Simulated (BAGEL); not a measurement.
# C2H5GeN (SMILES C1=[N][GeH2][CH2]1), step by step

Aim: the energy (HF/cc-pVDZ), then a single-point energy (NEVPT2(2,2)/cc-pVDZ), then a single-point energy (CASPT2(2,2)/cc-pVDZ) of C2H5GeN. 

The results are computed with BAGEL 1.2.2.

## Step 1: The system as given

C2H5GeN has 9 atoms, charge 0, and is taken as a singlet. SMILES: `C1=[N][GeH2][CH2]1`. The C1–H5 distance was set to 1.757 Å, away from the relaxed value. At this shape a bond of the SMILES string is far longer than usual.

Bond lengths: C1–N2 1.278 Å, N2–Ge3 1.910 Å, C1–C4 1.512 Å, Ge3–C4 1.983 Å, Ge3–H6 1.538 Å, Ge3–H7 1.538 Å, C4–H8 1.092 Å, C4–H9 1.092 Å. Some angles: C1–N2–Ge3 89.9°, N2–C1–C4 114.8°, N2–Ge3–C4 74.4°, C1–C4–Ge3 80.9°, N2–Ge3–H6 115.0°, N2–Ge3–H7 115.0°, C4–Ge3–H6 118.6°, C4–Ge3–H7 118.6°, C1–C4–H8 114.5°, C1–C4–H9 114.5°. A long bond or contact: C1–H5 1.757 Å.

## Step 2: A single-point energy at HF/cc-pVDZ (density fitting with svp-jkfit) (run 1)

Contents of input.json:

```json
{ "bagel": [

{
  "title": "molecule",
  "basis": "cc-pvdz.json",
  "df_basis": "svp-jkfit",
  "geometry": [
    { "atom": "C", "xyz": [  0.20124638, -0.43804607, -1.09243933 ] },
    { "atom": "N", "xyz": [  2.51181452,  0.25586136, -1.21791715 ] },
    { "atom": "Ge", "xyz": [  2.26237067,  1.66011684,  2.09760734 ] },
    { "atom": "C", "xyz": [ -1.11891629,  0.22827136,  1.35211038 ] },
    { "atom": "H", "xyz": [ -1.27669897, -2.03995935, -3.59690471 ] },
    { "atom": "H", "xyz": [  2.55074287,  4.54856322,  2.23196686 ] },
    { "atom": "H", "xyz": [  3.91040082,  0.36074116,  4.10770902 ] },
    { "atom": "H", "xyz": [ -2.69702657,  1.54068615,  1.14140592 ] },
    { "atom": "H", "xyz": [ -1.74290385, -1.39802695,  2.45797811 ] }
  ]
},
{ "title": "hf" },
{ "title": "print", "file": "orbitals.molden", "orbitals": "true" }

]}
```

The basis set cc-pVDZ is read from a file made from the Basis Set Exchange's data (not shown).

On the command line:

```console
$ BAGEL_NUM_THREADS=1 BAGEL input.json > input.out
```

The program printed:

```text
* using 1 threads per process

  ===============================================================
  ===============================================================

  *** Geometry ***

  { "atom" : "C", "xyz" : [      0.201246,     -0.438046,     -1.092439 ] },
  { "atom" : "N", "xyz" : [      2.511815,      0.255861,     -1.217917 ] },
  { "atom" : "Ge", "xyz" : [      2.262371,      1.660117,      2.097607 ] },
[... 5 lines of this table left out ...]
  { "atom" : "H", "xyz" : [     -1.742904,     -1.398027,      2.457978 ] },

  Number of auxiliary basis functions:      583

  Since a DF basis is specified, we compute 2- and 3-index integrals:
    o Being stored without compression. Storage requirement is 0.041 GB

  Number of basis functions:       94
  Number of electrons      :       56

    * METHOD: MOLECULE                             0.41

  *** RHF ***

  === Nuclear Repulsion ===
   259.3820989116

      * DIIS with orbital gradients will be used.

  === RHF iteration (cc-pvdz.json) ===
      0      -2208.07103654          0.01348265           0.12
      1      -2208.20481015          0.00976133           0.11
      2      -2208.27945080          0.00179166           0.11
[... 13 lines of this table left out ...]
     16      -2208.28347469          0.00000001           0.11
    * SCF iteration converged.

    * Permanent dipole moment:
           (    0.453527,    -0.398904,    -1.219023) a.u.

    * METHOD: HF                                   2.18

    * METHOD: PRINT                                0.02

  ===============================================================
```

It took 2.8 s on 1 thread of Arm Neoverse V1, shared host; peak memory 0.16 GiB.

## Step 3: A single-point energy at NEVPT2(2,2)/cc-pVDZ (density fitting with svp-jkfit) (run 2)

Contents of input.json:

```json
{ "bagel" : [

{
  "title" : "molecule",
  "basis" : "cc-pvdz.json",
  "df_basis" : "svp-jkfit",
  "geometry" : [
    { "atom" : "C", "xyz" : [     0.20124638,    -0.43804607,    -1.09243933 ] },
    { "atom" : "N", "xyz" : [     2.51181452,     0.25586136,    -1.21791715 ] },
    { "atom" : "Ge", "xyz" : [     2.26237067,     1.66011684,     2.09760734 ] },
    { "atom" : "C", "xyz" : [    -1.11891629,     0.22827136,     1.35211038 ] },
    { "atom" : "H", "xyz" : [    -1.27669897,    -2.03995935,    -3.59690471 ] },
    { "atom" : "H", "xyz" : [     2.55074287,     4.54856322,     2.23196686 ] },
    { "atom" : "H", "xyz" : [     3.91040082,     0.36074116,     4.10770902 ] },
    { "atom" : "H", "xyz" : [    -2.69702657,     1.54068615,     1.14140592 ] },
    { "atom" : "H", "xyz" : [    -1.74290385,    -1.39802695,     2.45797811 ] }
  ]
},

{ "title" : "hf" },

{
  "title" : "nevpt2",
  "nstate" : 1,
  "nact" : 2,
  "nclosed" : 27,
  "nspin" : 0,
  "active" : [28, 29],
  "maxiter" : 200,
  "natocc" : "true",
  "ncore" : 12
},

{ "title" : "print", "file" : "orbitals.molden", "orbitals" : "true" }

]}
```

The basis set cc-pVDZ is read from a file made from the Basis Set Exchange's data (not shown).

On the command line:

```console
$ BAGEL_NUM_THREADS=1 BAGEL input.json > input.out
```

The program printed:

```text
* using 1 threads per process

  ===============================================================
  ===============================================================

  *** Geometry ***

  { "atom" : "C", "xyz" : [      0.201246,     -0.438046,     -1.092439 ] },
  { "atom" : "N", "xyz" : [      2.511815,      0.255861,     -1.217917 ] },
  { "atom" : "Ge", "xyz" : [      2.262371,      1.660117,      2.097607 ] },
[... 5 lines of this table left out ...]
  { "atom" : "H", "xyz" : [     -1.742904,     -1.398027,      2.457978 ] },

[... 23 lines left out ...]
    * SCF iteration converged.
[... 1 line left out ...]
    * Permanent dipole moment:
[... 28 lines left out ...]
    * Second-order optimization converged. *
[... 9 lines left out ...]
     * ci vector, state   0, <S^2> = 0.0000
       2.     0.9708369367
       .2    -0.2397407814

  === DF-NEVPT2 calculation ===

    * 3-index integral transformation done
    * assembly done

      NEVPT2 correlation energy:   -0.5272723044      0.28

          (+0)     -0.4620970022
          (+0)'    -0.0136017150
          (+1)     -0.0177888039
          (+1)'    -0.0000000000
          (+2)     -0.0004866324
          (-1)     -0.0283158145
          (-1)'     0.0000000000
          (-2)     -0.0049823364

      NEVPT2 total energy:       -2208.8493262592

    * METHOD: NEVPT2                               7.21

    * METHOD: PRINT                                0.02

  ===============================================================
```

Run time: 10 s. Hardware: 1 thread of Arm Neoverse V1, shared host; peak memory 0.17 GiB.

## Step 4: The energy at CASPT2(2,2)/cc-pVDZ (density fitting with svp-jkfit) (run 3)

Contents of input.json:

```json
{ "bagel" : [

{
  "title" : "molecule",
  "basis" : "cc-pvdz.json",
  "df_basis" : "svp-jkfit",
  "angstrom" : "false",
  "geometry" : [
    { "atom" : "C", "xyz" : [  0.20124638, -0.43804607, -1.09243933 ] },
    { "atom" : "N", "xyz" : [  2.51181452,  0.25586136, -1.21791715 ] },
    { "atom" : "Ge", "xyz" : [  2.26237067,  1.66011684,  2.09760734 ] },
    { "atom" : "C", "xyz" : [ -1.11891629,  0.22827136,  1.35211038 ] },
    { "atom" : "H", "xyz" : [ -1.27669897, -2.03995935, -3.59690471 ] },
    { "atom" : "H", "xyz" : [  2.55074287,  4.54856322,  2.23196686 ] },
    { "atom" : "H", "xyz" : [  3.91040082,  0.36074116,  4.10770902 ] },
    { "atom" : "H", "xyz" : [ -2.69702657,  1.54068615,  1.14140592 ] },
    { "atom" : "H", "xyz" : [ -1.74290385, -1.39802695,  2.45797811 ] }
  ]
},
{
  "title" : "hf"
},
{
  "title" : "casscf",
  "nstate" : 1,
  "nact" : 2,
  "nclosed" : 27,
  "active" : [28, 29],
  "maxiter" : 200,
  "natocc" : "true"
},
{
  "title" : "print",
  "file" : "orbitals.molden",
  "orbitals" : "true"
},
{
  "title" : "smith",
  "method" : "caspt2",
  "ms" : "true",
  "xms" : "true",
  "sssr" : "true",
  "shift" : 0.2,
  "shift_imag" : "true",
  "ncore" : 12
}

]}
```

The basis set cc-pVDZ is read from a file made from the Basis Set Exchange's data (not shown).

On the command line:

```console
$ BAGEL_NUM_THREADS=1 BAGEL input.json > input.out
```

The program printed:

```text
* using 1 threads per process

  ===============================================================
  ===============================================================

  *** Geometry ***

  { "atom" : "C", "xyz" : [      0.201246,     -0.438046,     -1.092439 ] },
  { "atom" : "N", "xyz" : [      2.511815,      0.255861,     -1.217917 ] },
  { "atom" : "Ge", "xyz" : [      2.262371,      1.660117,      2.097607 ] },
[... 5 lines of this table left out ...]
  { "atom" : "H", "xyz" : [     -1.742904,     -1.398027,      2.457978 ] },

[... 25 lines left out ...]
    * Permanent dipole moment:
[... 37 lines left out ...]
     * ci vector, state   0, <S^2> = 0.0000
[... 21 lines left out ...]
       #      aibj      arbs      arbi      airj      risj      airs      arst      rist         Etot      error   time
[... 9 lines left out ...]
      ------------------------------------------------------------------------------------------------------------------

    * CASPT2 energy : state  0    -2208.8545185740
        w/o shift correction      -2208.8508790697
        reference weight              0.8318599345

    * METHOD: SMITH                                1.20

  ===============================================================
```

It took 11 s on 1 thread of Arm Neoverse V1, shared host; peak memory 0.3 GiB.

## Step 5: Results

| quantity | value |
| --- | --- |
| run 1, HF/cc-pVDZ: total energy | -2208.28347 Eh |
| run 1, HF/cc-pVDZ: dipole moment | 3.46 D |
| run 1, HF/cc-pVDZ: HOMO energy | -9.61 eV |
| run 1, HF/cc-pVDZ: LUMO energy | 2.89 eV |
| run 1, HF/cc-pVDZ: HOMO–LUMO gap | 12.50 eV |
| run 2, NEVPT2(2,2)/cc-pVDZ: total energy | -2208.84933 Eh |
| run 3, CASPT2(2,2)/cc-pVDZ: total energy | -2208.85452 Eh |
